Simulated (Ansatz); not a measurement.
Here is an Ansatz 0.2.0 calculation.

File input.yaml:

```yaml
crystal:
  lattice:
    - [1.395212, -1.987154, 0.0]
    - [1.395212, 1.987154, 0.0]
    - [0.0, 0.0, 7.934886]
  atoms:
    - { symbol: Cu, position: [0.0, 0.0, 0.0], spin: 0.6 }
    - { symbol: Ni, position: [0.5, 0.5, 0.254686], spin: 1.0 }
    - { symbol: Ni, position: [0.0, 0.0, 0.5], spin: 1.0 }
    - { symbol: Ni, position: [0.5, 0.5, 0.745314], spin: 1.0 }
kpoints:
  mp_grid: { grid: [12, 12, 4] }
  band_path:
    path:
      - [0.0, 0.0, 0.0]
      - [0.3732416102, 0.3732416102, 0.0]
      - [0.0, 0.5, 0.0]
      - [0.0, 0.5, 0.5]
      - [0.3732416102, 0.3732416102, 0.5]
      - [0.0, 0.0, 0.5]
      - [0.0, 0.0, 0.0]
      - [-0.5, 0.5, 0.0]
    npoints: 12
scf:
  occupations: { method: fermi_dirac, width: 0.05 }
hamiltonian:
  xc: pbesol
  pseudopotentials: { kind: all_electron, lapw: { basis_error: 0.002 } }
magnetization:
  spin_polarized: true
output:
  forces: true
  stress: true
  eigenvalues: true
```

Potentials or basis: all-electron LAPW, scalar-relativistic.

Command:

```console
$ ansatz run input.yaml --threads 4 --pin off --max-ram 12288MiB --backend cpu --events-out ev --progress --plain --runs-dir out
```

(1) Estimate the largest force.

(2) Predict the site moments.

Answers

(1) 0.015 eV/Å.

(2) Cu +0.02; Ni +0.41, +0.53 μB.
